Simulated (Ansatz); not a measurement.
# RuTe: the cost of one run

Computed with Ansatz 0.2.0 (DFT PBE+U (U_eff = 4 eV on Ru d), plane waves, PAW, unless a step's input says otherwise).

## 1. The system as given

The structure is cubic, space group Fm-3m (No. 225). The conventional cell has a = 5.738 Å, b = 5.738 Å, c = 5.738 Å, α = 90.00°, β = 90.00°, γ = 90.00°. Around Ru (site symmetry m-3m) lie 6 Te at 2.87 Å. Te (site symmetry m-3m) is surrounded by 6 Ru at 2.87 Å.

As a file:

```
CELL_PARAMETERS angstrom
0.00000 2.86887 2.86887
2.86887 0.00000 2.86887
2.86887 2.86887 0.00000
ATOMIC_POSITIONS crystal
Ru 0.50000 0.50000 0.50000
Te 0.00000 0.00000 0.00000
```

Magnetic order typed: ferromagnetic.

An earlier series on this cell reached its lowest free state from «random orbitals: fully mixed, first filling», perhaps among other starts.

## 2. Random orbitals: single harmonics, second filling

input.yaml reads:

```yaml
crystal:
  lattice:
    - [0.0, 2.86887472, 2.86887472]
    - [2.86887472, 0.0, 2.86887472]
    - [2.86887472, 2.86887472, 0.0]
  atoms:
    - { symbol: Ru, position: [0.5, 0.5, 0.5], spin: 0.3 }
    - { symbol: Te, position: [0.0, 0.0, 0.0] }
basis:
  ecutwfc: 420
  ecutrho_ratio: 4
kpoints:
  mp_grid: { grid: [6, 6, 6] }
hamiltonian:
  xc: pbe
  hubbard:
    sites:
      - { site: 0, l: d, u_eff: 4.0, starting_ns: [{ spin: up, occupation_matrix: s0up }, { spin: down, occupation_matrix: s0down }] }
    occupation_matrices:
      s0up:
        matrix:
          - [0.02, 0.0, 0.0, 0.0, 0.0]
          - [0.0, 0.97, 0.0, 0.0, 0.0]
          - [0.0, 0.0, 0.97, 0.0, 0.0]
          - [0.0, 0.0, 0.0, 0.02, 0.0]
          - [0.0, 0.0, 0.0, 0.0, 0.97]
      s0down:
        matrix:
          - [0.02, 0.0, 0.0, 0.0, 0.0]
          - [0.0, 0.02, 0.0, 0.0, 0.0]
          - [0.0, 0.0, 0.97, 0.0, 0.0]
          - [0.0, 0.0, 0.0, 0.97, 0.0]
          - [0.0, 0.0, 0.0, 0.0, 0.97]
    ns_hold: { iters: 12 }
scf:
  occupations: { method: gaussian, width: 0.05 }
  lower_state_search: "off"
  max_iter: 150
output:
  forces: true
  stress: true
  eigenvalues: true
  populations: true
  hubbard: { sites: [{ site: 0, l: d }] }
magnetization:
  spin_polarized: true
```

The typed matrices put 0.97 on the chosen orbitals and 0.02 on the others, and are held for 12 cycles.

Started as:

```console
> ansatz run input.yaml --threads 2 --pin off --max-ram 3072MiB --backend cpu --events-out ev --progress --plain --runs-dir out
```

**Question.** How long does this run take on 2 threads of Arm Neoverse V2, shared host, and how much memory does it need?

About 32 s, with a peak of 0.51 GiB.
